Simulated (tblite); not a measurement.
# C5H13GeO2Si: the cost of one run

The runs use tblite 0.8.0 and PySCF 2.14.0, with density-fitted response routines of our own; the level of theory stands in each step. All values are computed, except where a source is named. Atoms count from 0, in the outputs and in this text.

## Step 1: The molecule as given

22 atoms, charge -1, multiplicity 1; geometry from: force field or distance geometry start.

Bonds of the start (Å): C0–Ge1 1.96, Ge1–Si2 2.31, Si2–C3 1.85, Si2–C4 1.88, Si2–C5 1.87, C5–C6 1.49, C6–O7 1.25, C6–O8 1.39, C0–H9 1.11, C0–H10 1.10, C0–H11 1.11, Ge1–H12 1.53, Ge1–H13 1.55, C3–H14 1.11, C3–H15 1.13, C3–H16 1.11, C4–H17 1.11, C4–H18 1.11, C4–H19 1.11, C5–H20 1.11, C5–H21 1.11.

## Step 2: Relaxing the molecule with GFN2-xTB

Job settings and geometry (Å):

```
{"job": {"kind": "relax", "xc": "GFN2-xTB", "basis": "xTB"}, "charge": -1, "multiplicity": 1}
C      2.611700    -0.201800    -1.140400
Ge     1.012500     0.926500    -1.219300
Si    -0.406500     0.282100     0.491800
C      0.407200     0.623300     2.121200
C     -1.992300     1.279800     0.384100
C     -0.798800    -1.543700     0.347800
C     -1.433000    -1.845500    -0.967500
O     -2.678500    -1.777000    -1.086200
O     -0.642300    -2.175500    -2.061100
H      3.095800    -0.073900    -0.151300
H      3.298200     0.094900    -1.950900
H      2.305500    -1.263700    -1.269900
H      0.305400     0.736500    -2.565800
H      1.421200     2.406300    -1.022000
H      0.636800     1.705800     2.217300
H     -0.276300     0.317700     2.964500
H      1.348500     0.032800     2.198200
H     -2.690400     0.953900     1.176400
H     -1.756400     2.361400     0.507600
H     -2.457400     1.121700    -0.608100
H     -1.473500    -1.830800     1.184900
H      0.152300    -2.111300     0.447900
```

Command:

```sh
OMP_NUM_THREADS=1 python probes_run.py task.json out
```

One launch serves the whole session: the jobs run in the order shown.

**Question.** How long does this first job take on 1 thread of Arm Neoverse N1, shared host, and how much memory does it need?

About 2.2 s, with a peak of 0.18 GiB.
